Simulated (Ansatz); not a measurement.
# SnH4 (SMILES [SnH4]): CCSDT/STO-3G

Aim: the energy change on altering one bond length of SnH4 at CCSDT/STO-3G, from 2 runs. 

The results are computed with Ansatz 0.2.0.

32 further runs of the same task are left out: 3 that didn't finish, 29 set aside as unsound or not needed.

## 1. The structure to begin with

SnH4: 5 atoms, total charge 0, spin state singlet. As SMILES, `[SnH4]`. Geometry: relaxed at PBE0-D4/def2-TZVP.

Bond lengths: Sn1–H2 1.704 Å, Sn1–H3 1.704 Å, Sn1–H4 1.704 Å, Sn1–H5 1.704 Å. Angles: H2–Sn1–H3 109.5°, H2–Sn1–H4 109.5°, H2–Sn1–H5 109.5°, H3–Sn1–H4 109.5°, H3–Sn1–H5 109.5°, H4–Sn1–H5 109.5°.

## 2. A single-point energy at CCSDT/STO-3G

Input file run.yaml:

```yaml
crystal:
  periodic: [false, false, false]
  atoms:
    - {symbol: Sn, position_ang: [0.000030, 0.000010, 0.000040]}
    - {symbol: H, position_ang: [0.823920, -0.853480, 1.222940]}
    - {symbol: H, position_ang: [-1.563610, 0.403420, 0.543140]}
    - {symbol: H, position_ang: [-0.116810, -0.974610, -1.392490]}
    - {symbol: H, position_ang: [0.856470, 1.424640, -0.373640]}
basis:
  gaussian:
    orbitals: STO-3G
scf:
  omitted_lower_state_checks: [cluster_reference, increment]
accuracy: high
correlation:
  method: ccsdt
  frozen_orbitals: {H: 0, Sn: 18}
```

Started as:

```sh
$ ansatz run run.yaml --threads 1 --pin off --max-ram 3480MiB --events-out events.jsonl --progress --plain --runs-dir runs
```

Log, cut to the lines that bear on the results:

```text
Warning: RAYON_NUM_THREADS=1 ignored (pool sized by the plan → 1); use --threads N
Functional definition: HF
  name "HF"
[...]
543 factors; integrals over basis functions are off by at most 4.9e-9 eV
[...]
mean field -162332.55938440 eV, -5965.6115244161 hartree, gradient 9.9e-8 eV, S^2 0.000000; 0 other end points of the search recorded, 0 dependent functions left out
18 core orbitals not correlated: weight in the atoms' cores, before any rotation towards them, 1.000 or more for the frozen orbitals, at most 0.000 for the correlated occupied ones
reference -162332.55938440 eV, -5965.6115244161 hartree; 9, 9 occupied and 4, 4 virtual orbitals, 543 factors
second order -1.16467670 eV of doubles, -0.00000000 eV of singles
cycle   1  -1.55868612 eV  change   -3.9e-1 eV  update   5.7e-2
[...]
cycle  17  -1.80797105 eV  change   -1.7e-9 eV  update  9.1e-10
Total energy: -162334.36735546 eV, -5965.6779661268 hartree
Checks for a lower state left out: cluster_reference, increment
```

Run time: 0.55 s. Hardware: 1 thread of Arm Neoverse V2, shared host.

## 3. The distorted shape at the same level

Input file input.yaml:

```yaml
basis:
  gaussian: {orbitals: STO-3G}
crystal:
  periodic: [false, false, false]
  atoms:
    - {symbol: Sn, position_ang: [0.029243, 0.243691, 0.348209]}
    - {symbol: H, position_ang: [0.853133, -0.609799, 1.571109]}
    - {symbol: H, position_ang: [-1.534397, 0.647101, 0.891309]}
    - {symbol: H, position_ang: [-0.116810, -0.974610, -1.392490]}
    - {symbol: H, position_ang: [0.885683, 1.668321, -0.025471]}
correlation: {method: ccsdt, frozen_orbitals: {H: 0, Sn: 18}}
accuracy: high
scf: {omitted_lower_state_checks: [cluster_reference, increment]}
```

Started as:

```sh
$ ansatz run input.yaml --threads 1 --pin off --max-ram 3480MiB --events-out events.jsonl --progress --plain --runs-dir runs
```

Log, cut to the lines that bear on the results:

```text
Warning: RAYON_NUM_THREADS=1 ignored (pool sized by the plan → 1); use --threads N
[... 2 set-up lines as earlier in the session ...]
[...]
543 factors; integrals over basis functions are off by at most 4.9e-9 eV
[...]
mean field -162331.00540794 eV, -5965.5544168343 hartree, gradient 1.6e-8 eV, S^2 0.000000; 0 other end points of the search recorded, 0 dependent functions left out
18 core orbitals not correlated: weight in the atoms' cores, before any rotation towards them, 1.000 or more for the frozen orbitals, at most 0.000 for the correlated occupied ones
reference -162331.00540794 eV, -5965.5544168343 hartree; 9, 9 occupied and 4, 4 virtual orbitals, 543 factors
second order -1.35391752 eV of doubles, -0.00000000 eV of singles
cycle   1  -1.84607219 eV  change   -4.9e-1 eV  update   7.1e-2
[...]
cycle  19  -2.19142172 eV  change  -9.2e-10 eV  update  2.7e-10
Total energy: -162333.19682965 eV, -5965.6349500969 hartree
Checks for a lower state left out: cluster_reference, increment
```

It took 0.56 s on 1 thread of Arm Neoverse V2, shared host.

## 4. Outcome

At CCSDT/STO-3G, 18 core orbitals frozen:

```
                                                          quantity           value
                                         first shape: total energy  -5965.67797 Eh
         first shape: correlation energy (18 core orbitals frozen)       -66.4 mEh
                                        first shape: T1 diagnostic           0.004
                                     distorted shape: total energy  -5965.63495 Eh
     distorted shape: correlation energy (18 core orbitals frozen)       -80.5 mEh
                                    distorted shape: T1 diagnostic           0.005
energy change with the Sn1–H4 bond stretched from 1.704 to 2.130 Å        1.171 eV
```

In words: With the Sn1–H4 bond stretched from 1.704 to 2.130 Å the energy rises by 1.17 eV (113 kJ/mol). The first shape isn't relaxed at this level, so the change isn't measured from a minimum. The minimal basis adds a large error of its own. Relativity is left out (first shape) although the molecule holds a heavy atom. Relativity is left out (distorted shape) although the molecule holds a heavy atom.
